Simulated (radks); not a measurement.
# Pr⁴⁺ in [Kr] 4d10 4f1 5s2 5p5 6p1: an all-electron calculation

Wanted: eigenvalues, radial structure and energy terms of the praseodymium ion Pr4+.

The numbers are computed with radks (a radial shooting solver on a logarithmic mesh, Libxc functionals) version 1 (scalar-relativistic Kohn-Sham, SCAN, spin-polarised, spherical densities, finite nucleus; open shells are filled with parallel spins first), except any that are marked as measured or tabulated.

## (1) The atom as given

* element: praseodymium (Z = 59)
* charge: +4
* electrons: 55
* configuration: [Kr] 4d10 4f1 5s2 5p5 6p1
* nuclear rms radius: 4.8919 fm

Outer shells as boxes (Hund's rule):

Pr⁴⁺
```
[Kr] core
4d [↑↓][↑↓][↑↓][↑↓][↑↓]
4f [↑ ][  ][  ][  ][  ][  ][  ]
5s [↑↓]
5p [↑↓][↑↓][↑ ]
6p [↑ ][  ][  ]
```

## (2) The run

Settings of this run:

```text
Z 59
configuration [Kr] 4d10 4f1 5s2 5p5 6p1
relativity scalar-relativistic
functional scan,scan
spin polarised
nucleus finite rms 4.8919 fm
c 137.035999084
```

Run with:

```
$ python run_ks.py task.json out
```

This one command runs every case of the session in turn.

**Question.** What will this run give?

**Answer**, as computed:

```
                        quantity                   value
                    total energy      -9234.2618 hartree
exchange-correlation share of it                  2.33 %
                            −T/E                  1.0621
          highest occupied level       6p up, -27.047 eV
    most extended occupied level  6p up, <r> = 3.41 bohr
 radius at density 0.001 e/bohr³               4.35 bohr
    maxima of the radial density                       4
```

6 principal shells are occupied and 4 maxima appear in the radial density; where shells overlap, one shows as a shoulder or not at all. Relativity lifts −T/E to 1.062. This is not the tabulated ground configuration, so its levels and sizes aren't those of the ground state, and no measured value stands beside it.
